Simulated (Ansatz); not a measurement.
# BBr2: the cost of one run

Method: UKS PBE0/def2-TZVP; program: Ansatz 0.2.0, Gaussian basis.

**1. Where the work starts**

3 atoms, charge 0, spin multiplicity 2.

Atoms are counted from 1 here; the program's logs count them from 0.

Bond lengths: B1–Br2 1.862 Å, B1–Br3 1.862 Å. Angles: Br2–B1–Br3 123.3°.

The start was built by rule and, where that kept it together, relaxed with GFN2-xTB. Sticks and bond lists go by distance. No spin-orbit coupling is included. 

**2. Relaxation**

File in.yaml:

```yaml
crystal:
  periodic: [false, false, false]
  atoms:
    - {symbol: B, position_ang: [0.025644, 0.000893, -0.828009]}
    - {symbol: Br, position_ang: [-0.013248, 1.638886, 0.057426]}
    - {symbol: Br, position_ang: [0.009778, -1.639006, 0.054604]}
basis:
  gaussian: {orbitals: def2-TZVP}
magnetization: {spin_polarized: true, initial_magnetization: 1}
hamiltonian: {xc: pbe0}
relax: {f_tol: 0.004, max_steps: 80}
```

Run with:

```
> ansatz run in.yaml --threads 1 --pin off --events-out ev --progress --plain --max-ram 2176MiB
```

Q: Estimate wall time and peak memory on 1 thread of Intel Xeon 6975P-C, shared host.

About 29 s, with a peak of 0.38 GiB.
